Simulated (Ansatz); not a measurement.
Runs of Ansatz 0.2.0 on Ta4NiO11. The structure is monoclinic, space group P2/m (No. 10). The conventional cell has a = 4.771 Å, b = 5.825 Å, c = 7.518 Å, α = 90.00°, β = 105.26°, γ = 90.00°. Ta (site symmetry m) is surrounded by 4 O at 1.89 to 2.01 Å. Around Ta (site symmetry m) lie 5 O at 1.89 to 1.98 Å. Ni (site symmetry 2/m) has 4 O at 1.94 Å as nearest neighbours. Around O (site symmetry 1) lie 1 Ta at 1.93 Å and 1 Ni at 1.94 Å. O (site symmetry 1) is surrounded by 2 Ta at 1.93 to 1.98 Å. Around O (site symmetry 2/m) lie 2 Ta at 2.01 Å. O (site symmetry 2/m) has 2 Ta at 1.89 Å as nearest neighbours. O (site symmetry 2/m) is surrounded by 2 Ta at 1.89 Å. The cell was built by a generator and needn't be a form met in nature.

| task | level | potentials or basis | cell | k mesh | cutoff (eV) | points for each segment of the path | gap on the mesh (eV) | pressure (GPa) | moment (μB) | relaxed volume (Å³/atom) | largest force (eV/Å) |
| --- | --- | --- | --- | --- | --- | --- | --- | --- | --- | --- | --- |
| relaxation of cell and atoms | r2SCAN+D4 | Ansatz PAW | relaxed | 4 × 4 × 3 | 500 | - | 1.38 | 0.0 | 0.00 | 12.22 | - |
| relaxation of cell and atoms | PBE+D3(BJ)-ATM | Ansatz PAW | relaxed | 4 × 4 × 3 | 420 | - | 0.88 | 0.0 | 0.00 | 12.40 | 0.01 |
| band structure | RPBE | Ansatz PAW | as given | 6 × 5 × 4 | 420 | 10 | 0.88 | (b) | 0.00 | - | 0.15 |
| single point | PBE | PseudoDojo standard (PBE files) | as given | 6 × 5 × 4 | 1333 | - | (a) | -1.0 | 0.00 | - | 0.13 |

Alike in all rows: spin collinear, ferromagnetic start; smearing fermi-dirac 0.05 eV.

Estimate the missing entries.

(a) 0.78; (b) 4.1.

Caveats: spin-orbit coupling is left out, which moves the levels of the heavy elements; the starting moments weren't kept; odd divisions of the mesh miss points on the zone boundary, where band edges often lie, so the gap on the mesh can be too wide (some runs); the plane-wave basis is chosen anew once the cell has moved, so the energies of steps on either side of that aren't comparable (some runs); the PAW data sets come from PBE, with cores solved anew for the run's functional, which leaves a small shift of forces and pressure (some runs); the magnetic or orbital state may not be the lowest (some runs).

A k mesh can miss the band edges, and the runs leave out spin-orbit coupling on Ta.
